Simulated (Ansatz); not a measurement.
# Cl₂F₂Ga₂H₂: a ladder of functionals and wavefunction methods

One table from this session's results is given with a row withheld; the runs are named, their logs left out.

Method: functionals in def2-TZVPP, the program's frozen cores in correlated methods; program: Ansatz 0.2.0, Gaussian basis.

Plan: LDA (SPW92), PBE-D4, revPBE-D4, BLYP-D4, r2SCAN-D4, B97M-V, PBE0-D4, B3LYP-D4, r2SCANh-D4, r2SCAN0-D4, HSE06-D4, BHLYP-D4, CAM-B3LYP-D4, LC-ωPBE, ωB97X-V, ωB97M-V, B2PLYP, PBE-QIDH; CCSD(T)/def2-SVP; MP2/def2-TZVPP; MP2/def2-QZVPP; RPA on PBE.

## The geometry

All runs share one geometry, relaxed beforehand with PBE0-D4 in a triple-zeta def2 set.

SMILES `[F][Ga@H-]1[Cl+][Ga@@H-]([F])[Cl+]1`, 8 atoms, charge 0, spin multiplicity 1.

Atoms are counted from 1 here; the program's logs count them from 0.

Bond lengths: F1–Ga2 1.744 Å, Ga2–Cl3 2.332 Å, Ga2–Cl6 2.332 Å, Ga2–H7 1.540 Å, Cl3–Ga4 2.332 Å, Ga4–F5 1.744 Å, Ga4–Cl6 2.332 Å, Ga4–H8 1.540 Å. Angles: F1–Ga2–Cl3 104.7°, F1–Ga2–Cl6 104.7°, F1–Ga2–H7 126.0°, Cl3–Ga2–Cl6 90.7°, Cl3–Ga2–H7 112.4°, Cl6–Ga2–H7 112.4°, Ga2–Cl3–Ga4 89.3°, Cl3–Ga4–F5 104.7°, Cl3–Ga4–Cl6 90.7°, Cl3–Ga4–H8 112.4°, F5–Ga4–Cl6 104.7°, F5–Ga4–H8 126.0°, Cl6–Ga4–H8 112.4°, Ga2–Cl6–Ga4 89.3°.

As a file:

```xyz
8
charge 0, multiplicity 1
F     2.7355   -0.0031    0.1712
Ga    1.2539    0.5521    0.9036
Cl   -0.1128   -1.3353    0.9804
Ga   -1.3536   -0.4760   -0.7966
F    -0.8654   -1.4230   -2.1768
Cl    0.0060    1.4168   -0.8659
H     1.1387    1.4113    2.1769
H    -2.8023   -0.1427   -0.3928
```

Set-up of the first run:

Contents of in.yaml:

```yaml
crystal:
  periodic: [false, false, false]
  atoms:
    - {symbol: F, position_ang: [2.735532, -0.003146, 0.171241]}
    - {symbol: Ga, position_ang: [1.253857, 0.552130, 0.903589]}
    - {symbol: Cl, position_ang: [-0.112752, -1.335340, 0.980411]}
    - {symbol: Ga, position_ang: [-1.353610, -0.476029, -0.796634]}
    - {symbol: F, position_ang: [-0.865425, -1.423042, -2.176804]}
    - {symbol: Cl, position_ang: [0.005997, 1.416763, -0.865935]}
    - {symbol: H, position_ang: [1.138689, 1.411317, 2.176946]}
    - {symbol: H, position_ang: [-2.802299, -0.142653, -0.392823]}
basis:
  gaussian: {orbitals: def2-TZVPP}
hamiltonian: {xc: lda}
output: {orbitals: {seedname: orbitals}}
```

On the command line:

```bash
> ansatz run in.yaml --threads 4 --pin off --events-out ev --progress --plain --max-ram 10444MiB
```

Among the steps run: LDA; PBE-D4 (GGA); revPBE-D4 (GGA); BLYP-D4 (GGA); r2SCAN-D4 (meta-GGA); B97M-V (meta-GGA); B3LYP-D4 (hybrid); r2SCANh-D4 (hybrid); r2SCAN0-D4 (hybrid); HSE06-D4 (hybrid); BHLYP-D4 (hybrid); CAM-B3LYP-D4 (range-separated); LC-ωPBE (range-separated); ωB97X-V (range-separated); ωB97M-V (range-separated); B2PLYP (double hybrid); PBE-QIDH (double hybrid).

One of the session's tables, all rows but one given; the rest of the session is left out.

It belongs to the step «Frontier levels by functional». 

```
  functional  HOMO (eV)  gap (eV)
 LDA (SPW92)          ?         ?
      PBE-D4      -8.34      6.53
   revPBE-D4      -8.28      6.59
     BLYP-D4      -8.25      6.49
   r2SCAN-D4      -8.76      7.23
      B97M-V      -8.86      7.31
     PBE0-D4      -9.84      9.03
    B3LYP-D4      -9.61      8.48
  r2SCANh-D4      -9.31      8.14
  r2SCAN0-D4     -10.11      9.48
    HSE06-D4      -9.44      8.25
    BHLYP-D4     -11.16     11.19
CAM-B3LYP-D4     -11.22     11.39
     LC-ωPBE     -12.56     13.94
     ωB97X-V     -12.22     13.44
     ωB97M-V     -12.04     13.00
```

Q: Estimate the row for LDA (SPW92) from the others.

**Answer.** HOMO (eV): -8.50; gap (eV): 6.37. In the column «HOMO (eV)» it lies between r2SCAN-D4 (-8.76) and PBE-D4 (-8.34).
